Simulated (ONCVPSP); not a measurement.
# Aluminium: generating and testing an ONCV potential

Do these settings give a usable potential? It is generated, then checked for transferability, scattering, ghosts and hardness.

Program: ONCVPSP 4.0.1. Reference atom: PBE, scalar-relativistic, spherical and spin-unpolarised. All values are calculated.

### Step 1. Settings

The settings as typed:

```
element                 : aluminium (Al, Z = 13)
type                    : optimised norm-conserving Vanderbilt (ONCV)
frozen core             : [Ne]
valence charge          : 3
reference configuration : 3s1.75 3p1.25
partial waves           : 3s: rc 2.10 bohr, ncon 4, nbas 7, qcut 2.8 1/bohr, 1 projector; 3p: rc 1.85 bohr, ncon 4, nbas 8, qcut 3.8 1/bohr, 3 projectors, debl 2.3 Ha; d scattering state at 0.46 Ha: rc 1.95 bohr, ncon 4, nbas 8, qcut 4.5 1/bohr, 2 projectors, debl 0.3 Ha
local potential         : polynomial inside 1.55 bohr (lpopt 5, dvloc0 0 Ha)
core correction         : Teter function, fcfact 2.75, rcfact 1.65
```

The nodes and maxima of the atom's own shells, from an earlier all-electron run, set the scale for the radii.

All-electron outer shells of the reference configuration (PBE, scalar-relativistic, ld1.x):

| shell | level (eV) | outermost node (bohr) | outermost maximum (bohr) |
| --- | --- | --- | --- |
| 2s | -108.64 | 0.16 | 0.50 |
| 2p | -70.11 | – | 0.43 |
| 3s | -7.97 | 0.80 | 2.09 |
| 3p | -2.88 | 0.82 | 2.61 |

### Step 2. Generation

Input file Al.dat:

```
# ATOM AND REFERENCE CONFIGURATION
# atsym  z   nc   nv     iexc    psfile
  Al 13.00    3    2        4      upf
#
#   n    l    f
    1    0    2.00
    2    0    2.00
    2    1    6.00
    3    0    1.75
    3    1    1.25
#
# PSEUDOPOTENTIAL AND OPTIMIZATION
# lmax
    2
#
#   l,   rc,      ep,       ncon, nbas, qcut
    0    2.10    0.00    4    7    2.80
    1    1.85    0.00    4    8    3.80
    2    1.95    0.46    4    8    4.50
#
# LOCAL POTENTIAL
# lloc, lpopt,  rc(5),   dvloc0
    4    5    1.55    0.00
#
# VANDERBILT-KLEINMAN-BYLANDER PROJECTORs
# l, nproj, debl
    0    1    3.70
    1    3    2.30
    2    2    0.30
#
# MODEL CORE CHARGE
# icmod, fcfact, rcfact
    3    2.75    1.65
#
# LOG DERIVATIVE ANALYSIS
# epsh1, epsh2, depsh
   -2.00    5.00    0.02
#
# OUTPUT GRID
# rlmax, drl
    6.00    0.01
#
# TEST CONFIGURATIONS
# ncnf
    4
# nvcnf
#   n    l    f
    2
    3    0    2.00
    3    1    1.00
#
    2
    3    0    2.00
    3    1    0.00
#
    2
    3    0    1.00
    3    1    0.00
#
    2
    3    0    1.00
    3    1    2.00
#
```

Command:

```
$ oncvpsp.x < Al.dat > Al.out
```

**Question.** What will these runs give? Wanted: cutoffs for 1 and 0.1 mHa per electron, occupied waves; bound ghosts; GHOST(+) flags; largest test error; largest phase difference near zero energy, channels read; rms error of d²Exc/dn², without and with the model core.

**Answer**, as computed:

| quantity | value |
| --- | --- |
| cutoffs for 1 and 0.1 mHa per electron, occupied waves | 9.2 Ha and 24 Ha |
| bound ghosts | p at -791.90 eV |
| GHOST(+) flags | s at 2 eV, p at 778 eV, p at 1388 eV, d at 1060 eV |
| largest test error (AE − PS) | +12 meV, for 3s1 3p0 |
| largest phase difference near zero energy, channels read | 3.089 rad |
| rms error of d²Exc/dn², without and with the model core | 2.01 and 1.66 mHa |

It has a bound ghost (p), a state that the atom doesn't have, and that rules the file out. By total energies transferability is good: the largest error is 12 meV on 23.7 eV, for 3s1 3p0. Atomic tests can pass in spite of a ghost, since they solve only for the levels asked. By its cutoff, 9.2 Ha for the looser tolerance, it is soft on the atom at that tolerance. The tighter tolerance needs 24 Ha, and converged work needs a cutoff nearer that. At the looser tolerance the 3s wave is the slowest; 3p needs 2 Ha. That counts occupied waves only; other projectors can need more. Near zero energy the largest phase difference among the channels read is 3.09 rad, in the s channel. A step near π is an extra or missing state, not a misfit of shape. The pseudo curves have a pole with no partner nearby in the atom's: s at 0.08 Ha. At positive energy that is a spurious or a displaced resonance. The program also flags highly localised states, GHOST(+) (s, p, d).
